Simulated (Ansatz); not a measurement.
Here is an Ansatz 0.2.0 calculation.

Contents of input.yaml:

```yaml
crystal:
  lattice:
    - [0.0, 2.897844, 2.897844]
    - [2.897844, 0.0, 2.897844]
    - [2.897844, 2.897844, 0.0]
  atoms:
    - { symbol: Ge, position: [-0.001548, -0.001722, 0.003528] }
    - { symbol: Ga, position: [0.250489, 0.246858, 0.253531] }
kpoints:
  mp_grid: { grid: [6, 6, 6] }
scf:
  occupations: { method: gaussian, width: 0.05 }
hamiltonian:
  xc: rpbe
  dispersion: d4
  pseudopotentials: { kind: all_electron, lapw: { basis_error: 0.001 } }
magnetization:
  noncollinear: true
  spin_orbit: true
output:
  forces: true
  stress: true
  eigenvalues: true
  populations: true
```

Potentials or basis: all-electron LAPW, relativistic spinors.

Launch:

```bash
$ ansatz run input.yaml --threads 1 --pin off --max-ram 3072MiB --backend cpu --events-out ev --progress --plain --runs-dir out
```

Problem. Predict the pressure.

Solution. -2.8 GPa.

Problem. Estimate the largest force.

Solution. 0.027 eV/Å.

Problem. What does it give for the band gap on the k mesh?

Solution. None (metal or under the smearing width).

Forces on the atoms (eV/Å):
```
Ge  -0.015  0.022  0.007
Ga   0.015 -0.022 -0.007
```

Caveat: the k mesh is thin for a metal, which can move the energy by tens of meV per atom; pairwise dispersion overbinds metals, which lowers pressure and volume.
